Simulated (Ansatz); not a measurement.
# C2H4AlBZn: up Jacob's ladder to CCSD(T)

The task here is to estimate one member of a computed series from the others.

Program: Ansatz 0.2.0, Gaussian basis. Level of theory: functionals in def2-TZVPP, the program's frozen cores in correlated methods. These are calculated values, not measurements.

The runs, in order: LDA (SPW92), PBE-D4, revPBE-D4, BLYP-D4, r2SCAN-D4, B97M-V, PBE0-D4, B3LYP-D4, r2SCANh-D4, r2SCAN0-D4, HSE06-D4, BHLYP-D4, CAM-B3LYP-D4, LC-ωPBE, ωB97X-V, ωB97M-V, B2PLYP, PBE-QIDH; CCSD(T)/def2-SVP; CCSD(T)/def2-TZVPP; MP2/def2-QZVPP; extrapolation to the limit; RPA on PBE.

### Structure used throughout

An earlier PBE0-D4 in a triple-zeta def2 set relaxation fixed the geometry.

9 atoms, charge 0, spin multiplicity 1.

Atoms are counted from 1 here; the program's logs count them from 0.

Bond lengths: B1–C2 1.482 Å, B1–Al5 2.156 Å, B1–H6 1.214 Å, B1–H7 1.214 Å, C2–C3 1.261 Å, C3–Zn4 2.099 Å, C3–H8 1.075 Å, Al5–H9 1.595 Å. Angles: C2–B1–Al5 101.1°, C2–B1–H6 119.8°, C2–B1–H7 119.8°, Al5–B1–H6 93.0°, Al5–B1–H7 93.0°, H6–B1–H7 117.4°, B1–C2–C3 163.5°, C2–C3–Zn4 89.2°, C2–C3–H8 141.9°, Zn4–C3–H8 128.8°, B1–Al5–H9 127.0°.

The first run:

File in.yaml:

```yaml
crystal:
  periodic: [false, false, false]
  atoms:
    - {symbol: B, position_ang: [0.642463, 0.792276, -0.356949]}
    - {symbol: C, position_ang: [0.650630, -0.666041, -0.622353]}
    - {symbol: C, position_ang: [0.373626, -1.896199, -0.623873]}
    - {symbol: Zn, position_ang: [-1.215284, -1.511558, 0.692965]}
    - {symbol: Al, position_ang: [-1.032903, 0.961293, 0.989240]}
    - {symbol: H, position_ang: [0.149475, 1.549928, -1.167330]}
    - {symbol: H, position_ang: [1.419718, 1.263283, 0.448134]}
    - {symbol: H, position_ang: [0.691375, -2.834124, -1.040883]}
    - {symbol: H, position_ang: [-1.590600, 2.294842, 1.664049]}
basis:
  gaussian: {orbitals: def2-TZVPP}
hamiltonian: {xc: lda}
output: {orbitals: {seedname: orbitals}}
```

Among the steps run: LDA; PBE-D4 (GGA); revPBE-D4 (GGA); BLYP-D4 (GGA); r2SCAN-D4 (meta-GGA); B97M-V (meta-GGA); PBE0-D4 (hybrid); B3LYP-D4 (hybrid); r2SCANh-D4 (hybrid); r2SCAN0-D4 (hybrid); HSE06-D4 (hybrid); BHLYP-D4 (hybrid); CAM-B3LYP-D4 (range-separated); LC-ωPBE (range-separated); ωB97X-V (range-separated); ωB97M-V (range-separated); B2PLYP (double hybrid); PBE-QIDH (double hybrid).

One table of the session follows, with a row left open; its other results are not shown here.

It belongs to the step «Orbital energies across the functionals». 

| functional | HOMO (eV) | LUMO (eV) | gap (eV) |
| --- | --- | --- | --- |
| LDA (SPW92) | -5.74 | -3.10 | 2.64 |
| PBE-D4 | -5.53 | -2.88 | 2.65 |
| revPBE-D4 | -5.45 | -2.78 | 2.67 |
| BLYP-D4 | ? | ? | ? |
| r2SCAN-D4 | -5.65 | -2.69 | 2.96 |
| B97M-V | -5.60 | -2.75 | 2.85 |
| PBE0-D4 | -6.22 | -2.13 | 4.08 |
| B3LYP-D4 | -6.11 | -2.31 | 3.80 |
| r2SCANh-D4 | -5.92 | -2.43 | 3.49 |
| r2SCAN0-D4 | -6.32 | -2.05 | 4.27 |
| HSE06-D4 | -5.84 | -2.50 | 3.34 |
| BHLYP-D4 | -6.78 | -1.34 | 5.45 |
| CAM-B3LYP-D4 | -7.28 | -1.18 | 6.10 |
| LC-ωPBE | -8.30 | -0.18 | 8.12 |
| ωB97X-V | -8.05 | -0.27 | 7.78 |
| ωB97M-V | -7.99 | -0.49 | 7.50 |

**Question.** Estimate the row for BLYP-D4.

Worked estimate for «HOMO (eV)». Against the share of exact exchange, B3LYP-D4 (0.2, -6.11), BHLYP-D4 (0.5, -6.78) give a slope of -2.23 per unit share; at 0 the line stands at -5.66.

As computed: HOMO (eV): -5.40; LUMO (eV): -2.74; gap (eV): 2.66. In «HOMO (eV)» the line misses by -0.26.
